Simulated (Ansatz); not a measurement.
# GeN2H4F2 (SMILES [NH2][Ge]([NH2])([F])[F]): r2SCAN/6-31G(d) (spherical functions)

What is the electronic atomisation energy of GeN2H4F2 at r2SCAN/6-31G* (spherical functions)? 

The results are computed with Ansatz 0.2.0.

47 further runs of the same task are left out: 47 set aside as unsound or not needed. Runs told in other sessions of the task aren't counted.

## Step 1: The structure to begin with

GeN2H4F2: 9 atoms, total charge 0, spin state singlet. SMILES: `[NH2][Ge]([NH2])([F])[F]`. Geometry: relaxed at PBE0-D4/def2-TZVP. This is one conformer, not always the lowest.

Bond lengths: N1–Ge2 1.794 Å, Ge2–N3 1.794 Å, Ge2–F4 1.728 Å, Ge2–F5 1.728 Å, N1–H6 1.009 Å, N1–H7 1.009 Å, N3–H8 1.009 Å, N3–H9 1.009 Å. Some angles: N1–Ge2–N3 111.5°, N1–Ge2–F4 116.3°, N1–Ge2–F5 105.0°, N3–Ge2–F4 105.0°, N3–Ge2–F5 116.3°, F4–Ge2–F5 102.8°, Ge2–N1–H6 115.9°, Ge2–N1–H7 115.5°, Ge2–N3–H8 115.5°, Ge2–N3–H9 115.8°.

## Step 2: The energy at r2SCAN/6-31G(d) (spherical functions)

File run.yaml:

```yaml
crystal:
  periodic: [false, false, false]
  atoms:
    - {symbol: "N", position_ang: [-0.357200, 1.470600, -0.432900]}
    - {symbol: Ge, position_ang: [0.131100, -0.254300, -0.371100]}
    - {symbol: N, position_ang: [0.088800, -0.889600, 1.305800]}
    - {symbol: F, position_ang: [-0.830100, -1.356500, -1.291000]}
    - {symbol: F, position_ang: [1.658800, -0.315400, -1.175700]}
    - {symbol: H, position_ang: [-1.289100, 1.676100, -0.105200]}
    - {symbol: H, position_ang: [-0.173100, 1.942600, -1.305600]}
    - {symbol: H, position_ang: [0.163500, -1.892200, 1.392000]}
    - {symbol: H, position_ang: [0.695700, -0.427900, 1.966600]}
basis:
  gaussian:
    orbitals: 6-31G_st_-spherical.json
hamiltonian:
  xc: r2scan
accuracy: high
output: {orbitals: {seedname: orbitals}}
```

The basis set 6-31G* is read from a file made from the Basis Set Exchange's data (not shown).

The run is started by

```bash
$ ansatz run run.yaml --threads 1 --pin off --max-ram 2610MiB --events-out events.jsonl --progress --plain --runs-dir runs
```

What it wrote:

```text
Warning: RAYON_NUM_THREADS=1 ignored (pool sized by the plan → 1); use --threads N
Functional definition: r2SCAN
  name "r2SCAN"
  parameter k0 = 0.174
  parameter k1 = 0.065
  parameter a1 = 4.9479
  exchange = r2scan_x(k0 = k0, k1 = k1, a1 = a1)
  correlation = r2scan_c
2159 factors; integrals over basis functions are off by at most 4.3e-9 eV
mean field evaluation 1: about -64974.6719 eV, gradient 8.4e1 eV
mean field evaluation 2: about -64952.9104 eV, gradient 1.3e2 eV
mean field evaluation 4: about -64987.4621 eV, gradient 7.7e0 eV
mean field evaluation 8: about -64987.5523 eV, gradient 5.3e-1 eV
mean field evaluation 16: about -64987.5527 eV, gradient 6.7e-6 eV
mean field -64987.55273525 eV, -2388.2485128749 hartree, gradient 4.0e-8 eV, S^2 0.000000; 0 other end points of the search recorded, 0 dependent functions left out
reference -64987.55273627 eV, -2388.2485129126 hartree; 34, 34 occupied and 62, 62 virtual orbitals, 2159 factors
Total energy: -64987.55273627 eV, -2388.2485129126 hartree
```

Wall time 20 s (1 thread of Arm Neoverse V1, shared host); peak memory 0.33 GiB.

## Step 3: The F atom at the same level

File molecule.yaml:

```yaml
basis:
  gaussian: {orbitals: 6-31G_st_-spherical.json}
crystal:
  periodic: [false, false, false]
  atoms:
    - {symbol: F, position_ang: [0.000000, 0.000000, 0.000000]}
magnetization: {spin_polarized: true, initial_magnetization: 1}
hamiltonian: {xc: r2scan}
accuracy: high
```

The basis set 6-31G* is read from a file made from the Basis Set Exchange's data (not shown).

Run the same way, it converges to -99.67359 Eh (log not shown).

## Step 4: The Ge atom at the same level

File in.yaml:

```yaml
crystal:
  periodic: [false, false, false]
  atoms:
    - {symbol: Ge, position_ang: [0.000000, 0.000000, 0.000000]}
basis:
  gaussian: {orbitals: 6-31G_st_-spherical.json}
accuracy: high
hamiltonian: {xc: {name: r2SCAN}}
magnetization: {spin_polarized: true, initial_magnetization: 2}
```

The basis set 6-31G* is read from a file made from the Basis Set Exchange's data (not shown).

Run the same way, it converges to -2076.61961 Eh (log not shown).

## Step 5: The H atom at the same level

File in.yaml:

```yaml
crystal:
  periodic: [false, false, false]
  atoms:
    - {symbol: H, position_ang: [0.000000, 0.000000, 0.000000]}
basis:
  gaussian:
    orbitals: "6-31G*"
magnetization:
  spin_polarized: true
  initial_magnetization: 1
hamiltonian:
  xc: {name: r2SCAN}
accuracy: high
```

The run is started by

```bash
$ ansatz run in.yaml --threads 1 --pin off --max-ram 2610MiB --events-out events.jsonl --progress --plain --runs-dir runs
```

What it wrote (excerpt; [...] marks lines left out):

```text
Warning: RAYON_NUM_THREADS=1 ignored (pool sized by the plan → 1); use --threads N
[... 7 set-up lines as earlier in the session ...]
3 factors; integrals over basis functions are off by at most 5.4e-10 eV
mean field evaluation 1: about -13.5583 eV, gradient 1.1e-1 eV
mean field evaluation 2: about -13.5574 eV, gradient 9.2e-2 eV
mean field evaluation 4: about -13.5574 eV, gradient 4.8e-4 eV
mean field evaluation 8: about -13.5574 eV, gradient 5.0e-9 eV
mean field -13.55743762 eV, -0.4982266430 hartree, gradient 5.0e-9 eV, S^2 0.750000; 0 other end points of the search recorded, 0 dependent functions left out
reference -13.55743811 eV, -0.4982266610 hartree; 1, 0 occupied and 1, 2 virtual orbitals, 3 factors
Total energy: -13.55743811 eV, -0.4982266610 hartree
```

It took 0.42 s on 1 thread of Arm Neoverse V1, shared host.

## Step 6: The N atom at the same level

File molecule.yaml:

```yaml
crystal:
  periodic: [false, false, false]
  atoms:
    - symbol: "N"
      position_ang: [0.000000, 0.000000, 0.000000]
basis:
  gaussian:
    orbitals: 6-31G_st_-spherical.json
magnetization:
  spin_polarized: true
  initial_magnetization: 3
hamiltonian:
  xc: {name: r2SCAN}
accuracy: high
```

The basis set 6-31G* is read from a file made from the Basis Set Exchange's data (not shown).

Run the same way, it converges to -54.56074 Eh (log not shown).

## Step 7: Outcome

Level: r2SCAN/6-31G* (spherical functions).

```
                     quantity           value
       molecule: total energy  -2388.24851 Eh
        molecule: HOMO energy        -6.76 eV
        molecule: LUMO energy        -0.13 eV
      molecule: HOMO–LUMO gap         6.63 eV
         F atom: total energy    -99.67359 Eh
                 F atom: ⟨S²⟩           0.752
        Ge atom: total energy  -2076.61961 Eh
                Ge atom: ⟨S²⟩           2.004
         H atom: total energy     -0.49823 Eh
                 H atom: ⟨S²⟩           0.750
         N atom: total energy    -54.56074 Eh
                 N atom: ⟨S²⟩           3.753
electronic atomisation energy       31.764 eV
```

Taking the molecule apart into free atoms costs 31.76 eV (733 kcal/mol), before zero-point energy and without spin-orbit coupling.
